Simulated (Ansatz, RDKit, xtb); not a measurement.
**C4H7N3O: which of the isomers drawn lies lowest?**

Which of a sample of isomers of C4H7N3O is the most stable in the gas at 298.15 K, and what are its properties? The sample is small against all isomers, and the most stable one of this formula need not be in it.

The funnel: GFN2-xTB relaxations, single points with a density functional, relaxations at B3LYP/def2-SVP, harmonic vibrations (at GFN2-xTB), and a last energy at a higher level. All values are calculated.

### Step 1. Possible bonding patterns

Isomers were taken from a list of plausible structures; this is a sample, not all of them. That gives 3 candidates.

| label | SMILES | spin |
| --- | --- | --- |
| c291 | COc1cn(N)cn1 | singlet |
| c380 | COc1cncn1N | singlet |
| c395 | COc1nccn1N | singlet |

Candidates are built by distance geometry, with a force field where one applies, in up to four conformers (letters a to d).

Q: Predict the outcome of this search (final energies at CCSD(T)/def2-SVP + MP2/def2-TZVPP - MP2/def2-SVP).

| quantity | value |
| --- | --- |
| lowest structure found | COc1nccn1N, singlet |
| next finalist | COc1cn(N)cn1, singlet, 2.7 kcal/mol higher in G |
| share at equilibrium, among the finalists | 99.0 % |

The search ends on `COc1nccn1N`. The margin, 2.7 kcal/mol, is modest. GFN2-xTB, HF/STO-3G, r2SCAN-D4/def2-SVP, B3LYP/def2-SVP, HF/def2-SVP and MP2/def2-SVP already put its bonding pattern lowest among the structures in one piece. It still has an imaginary mode, so it is no strict minimum; a nearby shape lies a little lower. The search is not exhaustive (a finite list of starts, one conformer a finalist), so a lower isomer can't be ruled out. Only 3 drawn patterns were tried, so whole families of isomers are missing, and the result ranks this sample alone. The lowest isomer need not be the one that is made and kept in a bottle, which depends on barriers.
